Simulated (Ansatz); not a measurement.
# MgWOF4: the cost of one run

Program: Ansatz 0.2.0. Level of theory: DFT PBEsol, scalar-relativistic, plane waves, PAW. These are calculated values, not measurements.

**1. The starting structure**

It takes space group C2 (No. 5, monoclinic). The conventional cell has a = 10.408 Å, b = 3.898 Å, c = 7.350 Å, α = 90.00°, β = 134.90°, γ = 90.00°. Around Mg (site symmetry 2) lie 4 F at 1.90 Å. W (site symmetry 2) is surrounded by 2 O at 1.95 Å and 4 F at 2.10 Å. O (site symmetry 2) has 2 W at 1.95 Å as nearest neighbours. F (site symmetry 1) has 1 Mg at 1.90 Å and 1 W at 2.10 Å as nearest neighbours.

Cell or atoms stand a little off a more symmetric structure (I-4 at a tolerance of 0.3 Å), so results at this geometry aren't those of that ideal crystal.

As a file:

```cif
data_structure
_symmetry_space_group_name_H-M 'C2'
_symmetry_Int_Tables_number 5
_cell_length_a 10.4075
_cell_length_b 3.8980
_cell_length_c 7.3501
_cell_angle_alpha 90.000
_cell_angle_beta 134.895
_cell_angle_gamma 90.000
_cell_volume 211.23
loop_
_atom_site_label
_atom_site_type_symbol
_atom_site_symmetry_multiplicity
_atom_site_Wyckoff_symbol
_atom_site_fract_x
_atom_site_fract_y
_atom_site_fract_z
_atom_site_occupancy
Mg1 Mg 2 b 0.00000 0.31303 0.50000 1
W1 W 2 a 0.00000 0.06019 0.00000 1
O1 O 2 a 0.00000 0.55988 0.00000 1
F1 F 4 c 0.78216 0.56395 0.31658 1
F2 F 4 c 0.96559 0.05828 0.24862 1
```

The structure comes from the Materials Project (structure only).

(A quick probe on a coarse mesh, which set the mesh and smearing, is not shown.)

**3. The listed cell as it stands**

input.yaml

```yaml
crystal:
  lattice:
    - [5.2037682735, -1.949014, 0.0]
    - [5.2037682735, 1.949014, 0.0]
    - [-5.1877709905, 0.0, 5.2067849906]
  atoms:
    - { symbol: Mg, position: [0.686965, 0.313035, 0.5] }
    - { symbol: W, position: [0.939814, 0.060186, 0.0], spin: 0.98 }
    - { symbol: O, position: [0.440117, 0.559883, 0.0] }
    - { symbol: F, position: [0.21821, 0.346111, 0.316579] }
    - { symbol: F, position: [0.907306, 0.023875, 0.248622] }
    - { symbol: F, position: [0.976125, 0.092694, 0.751378] }
    - { symbol: F, position: [0.653889, 0.78179, 0.683421] }
basis:
  ecutwfc: 420
kpoints:
  mp_grid: { grid: [10, 10, 8] }
hamiltonian:
  xc: pbesol
scf:
  occupations: { method: gaussian, width: 0.1 }
output:
  forces: true
  stress: true
  eigenvalues: true
  populations: true
magnetization:
  spin_polarized: true
```

On the command line:

```sh
$ ansatz run input.yaml --threads 1 --pin off --max-ram 2560MiB --backend cpu --events-out ev --progress --plain --runs-dir out
```

What time and memory should one allow on 1 thread of Intel Xeon at 2.50GHz (Skylake/Cascade Lake), shared host?

About 8.6 min, with a peak of 1.3 GiB.
